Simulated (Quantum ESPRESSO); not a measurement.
# Ag in Quantum ESPRESSO: notebook, part 2 of 4

Quantum ESPRESSO 7.5. The steps go on from the part before.

### 3 Work function, PBE

Contents of pw.in:

```
&CONTROL
  calculation = 'scf'
  prefix = 'pwscf'
  outdir = './tmp'
  pseudo_dir = './pseudo'
  tprnfor = .true.
  disk_io = 'low'
/
&SYSTEM
  ibrav = 0
  celldm(1) = 8
  nat = 5
  ntyp = 1
  ecutwfc = 82
  nbnd = 61
  occupations = 'smearing'
  smearing = 'fd'
  degauss = 0.00367493
/
&ELECTRONS
  conv_thr = 5d-09
  electron_maxstep = 150
  mixing_beta = 0.3
  mixing_mode = 'local-TF'
/
ATOMIC_SPECIES
Ag   107.8682 Ag.upf
CELL_PARAMETERS alat
  0.6825170447991   0.0000000000000  -0.0000000000000
 -0.3412585223996   0.5910770993119   0.0000000000000
  0.0000000000000   0.0000000000000   5.7723278176868
ATOMIC_POSITIONS crystal
Ag     0.6666666667    0.3333333333    0.3069157362
Ag     0.3333333333    0.6666666667    0.4034578681
Ag     0.0000000000    0.0000000000    0.5000000000
Ag     0.6666666667    0.3333333333    0.5965421319
Ag     0.3333333333    0.6666666667    0.6930842638
K_POINTS automatic
7 7 1 0 0 0
```

Contents of pp_density.in:

```
&INPUTPP
  prefix = 'pwscf'
  outdir = './tmp'
  filplot = 'density.dat'
  plot_num = 0
/
&PLOT
  nfile = 1
  filepp(1) = 'density.dat'
  iflag = 3
  output_format = 6
  fileout = 'density.cube'
/
```

Contents of pp_potential.in:

```
&INPUTPP
  prefix = 'pwscf'
  outdir = './tmp'
  filplot = 'potential.dat'
  plot_num = 11
/
&PLOT
  nfile = 1
  filepp(1) = 'potential.dat'
  iflag = 3
  output_format = 6
  fileout = 'potential.cube'
/
```

Contents of pp_elf.in:

```
&INPUTPP
  prefix = 'pwscf'
  outdir = './tmp'
  filplot = 'elf.dat'
  plot_num = 8
/
&PLOT
  nfile = 1
  filepp(1) = 'elf.dat'
  iflag = 3
  output_format = 6
  fileout = 'elf.cube'
/
```

Potentials or basis: PseudoDojo 0.5 SR PBE stringent.

On the command line:

```console
> OMP_NUM_THREADS=1 mpirun -n 2 pw.x -nk 2 -in pw.in > pw.out
> OMP_NUM_THREADS=1 mpirun -n 1 pp.x -in pp_density.in > pp_density.out
> OMP_NUM_THREADS=1 mpirun -n 1 pp.x -in pp_potential.in > pp_potential.out
> OMP_NUM_THREADS=1 mpirun -n 1 pp.x -in pp_elf.in > pp_elf.out
```

pw.out:

```text
This program is part of the open-source Quantum ESPRESSO suite
     for quantum simulation of materials; please cite
         "P. Giannozzi et al., J. Phys.:Condens. Matter 21 395502 (2009);
         "P. Giannozzi et al., J. Phys.:Condens. Matter 29 465901 (2017);
         "P. Giannozzi et al., J. Chem. Phys. 152 154105 (2020);
     in publications or presentations arising from this work. More details at

     Message from routine setup:
     using ibrav=0 with symmetry is DISCOURAGED, use correct ibrav instead

     K-points division:     npool     =       2
     Subspace diagonalization in iterative solution of the eigenvalue problem:
     a serial algorithm will be used

     G-vector sticks info
     --------------------
     sticks:   dense  smooth     PW     G-vecs:    dense   smooth      PW
     Sum         673     673    199               119715   119715   18713

     Using Slab Decomposition

     bravais-lattice index     =            0
     lattice parameter (alat)  =       8.0000  a.u.
     unit-cell volume          =    1192.2809 (a.u.)^3
     number of atoms/cell      =            5
     number of atomic types    =            1
     number of electrons       =        95.00
     number of Kohn-Sham states=           61
     kinetic-energy cutoff     =      82.0000  Ry
     charge density cutoff     =     328.0000  Ry
     scf convergence threshold =      5.0E-09
     mixing beta               =       0.3000
     number of iterations used =            8  local-TF  mixing
     Exchange-correlation= PBE
                           (   1   4   3   4   0   0   0)

     celldm(1)=   8.000000  celldm(2)=   0.000000  celldm(3)=   0.000000
     celldm(4)=   0.000000  celldm(5)=   0.000000  celldm(6)=   0.000000

     crystal axes: (cart. coord. in units of alat)
               a(1) = (   0.682517   0.000000  -0.000000 )
               a(2) = (  -0.341259   0.591077   0.000000 )
               a(3) = (   0.000000   0.000000   5.772328 )

     reciprocal axes: (cart. coord. in units 2 pi/alat)
               b(1) = (  1.465165  0.845913 -0.000000 )
               b(2) = ( -0.000000  1.691827  0.000000 )
               b(3) = (  0.000000  0.000000  0.173240 )

     PseudoPot. # 1 for Ag read from file:
     Ag.upf
     Pseudo is Norm-conserving + core correction, Zval = 19.0
     Generated using ONCVPSP code by D. R. Hamann
     Using radial grid of 1538 points,  6 beta functions with:
                l(1) =   0
                l(2) =   0
                l(3) =   1
                l(4) =   1
                l(5) =   2
                l(6) =   2

     atomic species   valence    mass     pseudopotential
     Ag               19.00   107.86820     Ag( 1.00)

     12 Sym. Ops., with inversion, found

   Cartesian axes

     site n.     atom                  positions (alat units)
         1        Ag     tau(   1) = (   0.3412585   0.1970257   1.7716182  )
         2        Ag     tau(   2) = (  -0.0000000   0.3940514   2.3288911  )
         3        Ag     tau(   3) = (   0.0000000   0.0000000   2.8861639  )
         4        Ag     tau(   4) = (   0.3412585   0.1970257   3.4434367  )
         5        Ag     tau(   5) = (  -0.0000000   0.3940514   4.0007096  )

     number of k points=     8  Fermi-Dirac smearing, width (Ry)=  0.0037
                       cart. coord. in units 2pi/alat
        k(    1) = (   0.0000000   0.0000000   0.0000000), wk =   0.0408163
        k(    2) = (   0.0000000   0.2416895   0.0000000), wk =   0.2448980
        k(    3) = (   0.0000000   0.4833790   0.0000000), wk =   0.2448980
        k(    4) = (   0.0000000   0.7250686   0.0000000), wk =   0.2448980
        k(    5) = (   0.2093093   0.3625343   0.0000000), wk =   0.2448980
        k(    6) = (   0.2093093   0.6042238   0.0000000), wk =   0.4897959
        k(    7) = (   0.2093093   0.8459133   0.0000000), wk =   0.2448980
        k(    8) = (   0.4186185   0.7250686   0.0000000), wk =   0.2448980

     Dense  grid:   119715 G-vectors     FFT dimensions: (  32,  32, 270)

     Initial potential from superposition of free atoms

     starting charge      94.9977, renormalised to      95.0000

     negative rho (up, down):  1.678E-05 0.000E+00
     Starting wfcs are   50 randomized atomic wfcs +   11 random wfcs

     Self-consistent Calculation

     iteration #  1     ecut=    82.00 Ry     beta= 0.30
     Davidson diagonalization with overlap
     ethr =  1.00E-02,  avg # of iterations =  6.6

     Threshold (ethr) on eigenvalues was too large:
     Diagonalizing with lowered threshold

     Davidson diagonalization with overlap
     ethr =  2.77E-04,  avg # of iterations =  1.4

     negative rho (up, down):  2.469E-08 0.000E+00
[... 85 lines left out ...]
     iteration # 13     ecut=    82.00 Ry     beta= 0.30
     Davidson diagonalization with overlap
     ethr =  1.73E-11,  avg # of iterations =  2.0

     End of self-consistent calculation

          k = 0.0000 0.0000 0.0000 ( 14935 PWs)   bands (ev):

   -85.8387 -85.8148 -85.8132 -85.5319 -85.5319 -49.3631 -49.2996 -49.2529
   -49.2529 -49.2483 -49.2255 -49.2255 -49.2227 -49.2227 -48.9994 -48.9992
   -48.9477 -48.9477 -48.9477 -48.9477  -1.3503  -0.6417  -0.1930   0.0947
     0.0979   1.3685   1.4091   1.4091   1.4478   1.4562   1.4562   1.5375
     1.5375   1.7945   1.7945   1.8131   1.8131   1.9630   2.4234   2.4234
     2.5157   2.5157   2.7502   2.7502   3.0532   3.0532   3.2000   3.2000
     3.4028   5.4683   6.3360  10.0806  10.5538  11.0722  12.4436  12.8822
    15.2716  15.2844  18.2453  18.5637  21.5198
[... 69 lines left out ...]
   -85.8247 -85.8022 -85.8022 -85.5195 -85.5195 -49.3607 -49.3447 -49.3307
   -49.3261 -49.2995 -49.2943 -49.2789 -49.2712 -49.2629 -49.0464 -49.0464
   -49.0158 -49.0158 -48.9875 -48.9875   0.4186   0.4331   0.6499   0.7636
     0.9028   0.9324   0.9646   0.9850   1.3146   1.3997   1.5791   1.6465
     1.8657   1.9028   2.0668   2.1327   2.2557   2.3196   2.5156   2.5750
     2.8047   3.0265   3.1610   3.2113   3.3074   7.2881   7.9162   8.9078
    10.1979  10.9549  10.9935  11.5149  11.8597  12.0923  12.6342  13.1221
    14.0163  14.4661  14.8686  15.4668  15.9238

     the Fermi energy is     6.0009 ev

!    total energy              =   -1550.14366048 Ry
     estimated scf accuracy    <          4.6E-09 Ry
     smearing contrib. (-TS)   =      -0.00112535 Ry
     internal energy E=F+TS    =   -1550.14253513 Ry

     The total energy is F=E-TS. E is the sum of the following terms:
     one-electron contribution =   -9910.25009130 Ry
     hartree contribution      =    4970.33483493 Ry
     xc contribution           =    -231.58910771 Ry
     ewald contribution        =    3621.36182895 Ry

     convergence has been achieved in  13 iterations

     Forces acting on atoms (cartesian axes, Ry/au):

     atom    1 type  1   force =     0.00000000    0.00000000   -0.00631245
     atom    2 type  1   force =    -0.00000000   -0.00000000   -0.00112261
     atom    3 type  1   force =     0.00000000    0.00000000    0.00000000
     atom    4 type  1   force =    -0.00000000   -0.00000000    0.00112261
     atom    5 type  1   force =     0.00000000    0.00000000    0.00631245

     Total force =     0.009067     Total SCF correction =     0.000544

=------------------------------------------------------------------------------=
   JOB DONE.
=------------------------------------------------------------------------------=
```

pp_potential.out:

```text
This program is part of the open-source Quantum ESPRESSO suite
     for quantum simulation of materials; please cite
         "P. Giannozzi et al., J. Phys.:Condens. Matter 21 395502 (2009);
         "P. Giannozzi et al., J. Phys.:Condens. Matter 29 465901 (2017);
         "P. Giannozzi et al., J. Chem. Phys. 152 154105 (2020);
     in publications or presentations arising from this work. More details at

     IMPORTANT: XC functional enforced from input :
     Exchange-correlation= PBE
                           (   1   4   3   4   0   0   0)
     Any further DFT definition will be discarded
     Please, verify this is what you really want

     G-vector sticks info
     --------------------
     sticks:   dense  smooth     PW     G-vecs:    dense   smooth      PW
     Sum         673     673    199               119715   119715   18713

     Using Slab Decomposition

     Calling punch_plot, plot_num =  11
     Writing data to file  potential.dat
     Reading data from file  potential.dat

     Writing data to be plotted to file potential.cube
     Plot Type: 3D                     Output format: Gaussian cube

=------------------------------------------------------------------------------=
   JOB DONE.
=------------------------------------------------------------------------------=
```

Run time: 95 s. Hardware: 2 MPI ranks of Arm Neoverse V1, shared host; peak memory 0.54 GiB.

What came out:

```yaml
Free_energy: -21090.7789 eV
Largest_force: 0.162 eV/Å
Band_gap_on_the_k_mesh: none (metal or under the smearing width)
Work_function_of_the_upper_face: 4.53 eV
Work_function_of_the_lower_face: 4.53 eV
```

Forces in eV/Å, atoms in the order of the input:
```
Ag   0.000  0.000 -0.162
Ag   0.000  0.000 -0.029
Ag   0.000  0.000  0.000
Ag   0.000  0.000  0.029
Ag   0.000  0.000  0.162
```

Caveat: the k mesh is coarse.

(Continued in part 3 of 4.)
